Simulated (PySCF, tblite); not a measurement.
**ethylmethylacetylchloride (C5H9ClO): geometry, infrared bands and NMR shifts**

Aim: predict the infrared bands and NMR shifts of ethylmethylacetylchloride (C5H9ClO) (`CC[C@H](C)C(=O)Cl`).

The runs use tblite 0.8.0 and PySCF 2.14.0, with density-fitted response routines of our own; the level of theory stands in each step. All values are computed, except where a source is named. Atoms are numbered from 0 throughout.

## (1) The starting structure

16 atoms, charge 0, multiplicity 1; geometry from: force field or distance geometry start.

Bonds of the start (Å): C0–C1 1.51, C1–C2 1.51, C2–C3 1.52, C2–C4 1.49, C4–O5 1.23, C4–Cl6 1.78, C0–H7 1.10, C0–H8 1.13, C0–H9 1.10, C1–H10 1.10, C1–H11 1.11, C2–H12 1.13, C3–H13 1.10, C3–H14 1.12, C3–H15 1.10.

## (2) Geometry optimisation with GFN2-xTB

Job settings and geometry (Å):

```
{"job": {"kind": "relax", "xc": "GFN2-xTB", "basis": "xTB"}, "charge": 0, "multiplicity": 1}
C      1.801100     0.698200    -0.214100
C      0.731800    -0.302400    -0.592100
C     -0.356800    -0.248900     0.450000
C     -1.405900    -1.262800     0.032900
C     -0.957800     1.109500     0.607200
O     -0.894200     1.647700     1.712700
Cl    -1.736100     1.963100    -0.745300
H      2.450000     0.267100     0.566100
H      1.297100     1.634200     0.166100
H      2.411500     0.909800    -1.101200
H      0.340000    -0.080700    -1.593700
H      1.222900    -1.291900    -0.654700
H      0.020700    -0.530000     1.473800
H     -1.290200    -1.503700    -1.037500
H     -1.248000    -2.166000     0.682700
H     -2.393700    -0.834200     0.235600
```

Command:

```sh
> OMP_NUM_THREADS=1 python probes_run.py task.json out
```

This one command runs all jobs of the session in turn.

**Question.** This job is followed by: GFN2-xTB harmonic vibrations, gas phase; GIAO PBE0/pcSseg-1 NMR shielding, non-relativistic, gas phase. Predict these results of the whole session: strongest single infrared mode (GFN2-xTB); zero-point energy (GFN2-xTB); 13C shifts against TMS (PBE0/pcSseg-1); 1H shifts against TMS (PBE0/pcSseg-1, means over atoms taken as alike); 17O shifts against H2O (PBE0/pcSseg-1); 35Cl shifts against HCl (PBE0/pcSseg-1); surface potential, 1st and 99th percentile.

The runs gave:

| quantity | value |
| --- | --- |
| strongest single infrared mode (GFN2-xTB) | 1828 cm⁻¹, 405 km/mol |
| zero-point energy (GFN2-xTB) | 82.1 kcal/mol |
| 13C shifts against TMS (PBE0/pcSseg-1) | 188.9, 55.3, 32.8, 21.8, 14.9 ppm |
| 1H shifts against TMS (PBE0/pcSseg-1, means over atoms taken as alike) | 2.41, 1.94, 1.42, 1.36, 1.01 ppm |
| 17O shifts against H2O (PBE0/pcSseg-1) | 609.5 ppm |
| 35Cl shifts against HCl (PBE0/pcSseg-1) | 392 ppm |
| surface potential, 1st and 99th percentile | -1.31 V and 0.95 V |

What this shows: Over 78 steps the energy fell by 0.586 eV; of the close pairs, C4–O5 changed most, 1.231 to 1.185 Å. No mode is imaginary among the 42: a minimum at this level. The strongest single mode, at 1828 cm⁻¹, moves mainly C4 and O5. GFN2-xTB is a fitted tight-binding method: band positions and strengths are rough. Its intensities can rank the bands wrongly. The most deshielded hydrogen is H12 (hydrogen on an sp3 CH α to a carbonyl), at 2.41 ppm: α to C=O. At PBE0/pcSseg-1: The widest tensor belongs to O5: span 867 ppm, with a paramagnetic part of -671 ppm. By nearest atom (PBE0/pcSseg-1), the HOMO sits on O5 55 %; Cl6 23 % and the LUMO on C4 46 %; O5 30 %.
